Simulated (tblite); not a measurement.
# C4H15PSi3: the cost of one run

Programs: tblite 0.8.0 and PySCF 2.14.0, with density-fitted response routines of our own. Each step states its level of theory. These are calculated values for one molecule in the gas phase, unless marked as measured. Atoms are numbered from 0 throughout.

**1. Starting geometry**

23 atoms, charge 0, multiplicity 1; geometry from: force field or distance geometry start.

Bonds of the start (Å): C0–C1 1.52, C1–Si2 1.82, Si2–C3 1.82, C3–Si4 1.83, Si4–C5 1.84, C5–Si6 1.88, Si6–P7 2.15, Si6–C1 1.84, C0–H8 1.11, C0–H9 1.12, C0–H10 1.11, C1–H11 1.11, Si2–H12 1.48, Si2–H13 1.49, C3–H14 1.13, C3–H15 1.10, Si4–H16 1.48, Si4–H17 1.47, C5–H18 1.09, C5–H19 1.12, Si6–H20 1.48, P7–H21 1.44, P7–H22 1.44.

**2. Optimising the geometry with GFN2-xTB**

Job settings and geometry (Å):

```
{"job": {"kind": "relax", "xc": "GFN2-xTB", "basis": "xTB"}, "charge": 0, "multiplicity": 1}
C      1.714200    -0.088100     1.308900
C      1.285800     0.257300    -0.105300
Si     0.437500     1.872000    -0.063000
C     -1.377200     1.883200     0.110800
Si    -2.259200     0.283400     0.272800
C     -1.209900    -1.228600     0.394600
Si     0.150300    -0.962400    -0.881000
P      1.036600    -2.775200    -1.626600
H      0.871300    -0.319700     1.985600
H      2.181200     0.827200     1.749200
H      2.492700    -0.874700     1.357300
H      2.229900     0.319300    -0.692200
H      1.004000     2.704900     1.025900
H      0.775900     2.578500    -1.326300
H     -1.643000     2.506100     1.015400
H     -1.826800     2.434900    -0.731000
H     -3.084000     0.116600    -0.948800
H     -3.218000     0.326300     1.385900
H     -1.727200    -2.145300     0.105500
H     -0.768800    -1.386700     1.414500
H     -0.514100    -0.258500    -1.999500
H      1.480000    -2.596500    -2.983600
H      1.964000    -3.447000    -0.759000
```

The run is started by

```bash
$ OMP_NUM_THREADS=1 python probes_run.py task.json out
```

One launch serves the whole session: the jobs run in the order shown.

**Question.** How long does this first job take on 1 thread of Intel Xeon at 2.50GHz, shared host, and how much memory does it need?

About 11 s, with a peak of 0.18 GiB.
